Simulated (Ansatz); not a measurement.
**C2H8AlFS: basis-set convergence**

Aim: see how fast density functionals converge with the basis set for C2H8AlFS.

Program: Ansatz 0.2.0, Gaussian basis. Level of theory: one geometry, several basis sets. These are calculated values, not measurements.

Levels to be run: PBE0-D4/def2-SVP; ωB97M-V/def2-SVP; PBE0-D4/def2-QZVPP; ωB97M-V/def2-QZVPP; the functionals' def2-TZVPP values are taken from earlier runs.

## Step 1: The geometry

The geometry comes from an earlier relaxation with PBE0-D4 in a triple-zeta def2 set; it is a stationary point, not always the lowest conformer.

13 atoms, charge 0, spin multiplicity 1.

Atoms are counted from 1 here; the program's logs count them from 0.

Bond lengths: C1–Al2 1.958 Å, C1–H6 1.095 Å, C1–H7 1.094 Å, C1–H8 1.096 Å, Al2–C3 1.953 Å, Al2–F4 1.679 Å, Al2–S5 2.608 Å, C3–H9 1.095 Å, C3–H10 1.095 Å, C3–H11 1.094 Å, S5–H12 1.344 Å, S5–H13 1.344 Å. Angles: Al2–C1–H6 112.1°, Al2–C1–H7 112.6°, Al2–C1–H8 110.7°, H6–C1–H7 107.9°, H6–C1–H8 106.5°, H7–C1–H8 106.7°, C1–Al2–C3 122.9°, C1–Al2–F4 115.7°, C1–Al2–S5 100.1°, C3–Al2–F4 116.5°, C3–Al2–S5 101.1°, F4–Al2–S5 90.2°, Al2–C3–H9 111.0°, Al2–C3–H10 111.9°, Al2–C3–H11 112.2°, H9–C3–H10 106.7°, H9–C3–H11 107.0°, H10–C3–H11 107.7° and more.

## Step 2: PBE0-D4 in def2-SVP

Input file in.yaml:

```yaml
crystal:
  periodic: [false, false, false]
  atoms:
    - {symbol: C, position_ang: [-1.372987, -1.015513, 0.485659]}
    - {symbol: Al, position_ang: [-0.115884, 0.043407, -0.577681]}
    - {symbol: C, position_ang: [1.701886, -0.550438, -0.973218]}
    - {symbol: F, position_ang: [-0.808024, 1.117281, -1.666944]}
    - {symbol: S, position_ang: [0.343924, 2.006202, 1.076750]}
    - {symbol: H, position_ang: [-0.913069, -1.406314, 1.399618]}
    - {symbol: H, position_ang: [-2.262894, -0.447264, 0.773266]}
    - {symbol: H, position_ang: [-1.724427, -1.884334, -0.081654]}
    - {symbol: H, position_ang: [1.697139, -1.373480, -1.695991]}
    - {symbol: H, position_ang: [2.215134, -0.919978, -0.079323]}
    - {symbol: H, position_ang: [2.314067, 0.247931, -1.402462]}
    - {symbol: H, position_ang: [-0.746269, 2.644598, 0.618249]}
    - {symbol: H, position_ang: [-0.308295, 1.503203, 2.138432]}
basis:
  gaussian: {orbitals: def2-SVP}
hamiltonian: {xc: pbe0, dispersion: d4}
output: {orbitals: {seedname: orbitals}}
```

Started as:

```
$ ansatz run in.yaml --threads 4 --pin off --events-out ev --progress --plain --max-ram 10444MiB
```

Further steps of the session: ωB97M-V in def2-SVP; PBE0-D4 in def2-QZVPP; ωB97M-V in def2-QZVPP.

Q: Predict the results of all the runs planned. Wanted: PBE0-D4: double and triple zeta above quadruple; ωB97M-V: double and triple zeta above quadruple.

**Answer**, as computed:

| quantity | value |
| --- | --- |
| PBE0-D4: double and triple zeta above quadruple | 12.83, 0.84 eV |
| ωB97M-V: double and triple zeta above quadruple | 12.99, 0.80 eV |

PBE0-D4 gains 11.99 eV from double to triple zeta, then 0.84 eV more. Total energies overstate the basis error of differences, where much of it tends to cancel. The LUMO of ωB97M-V is positive and keeps falling with the basis (1.93 to 0.88 eV): an unbound level that the basis holds in place.
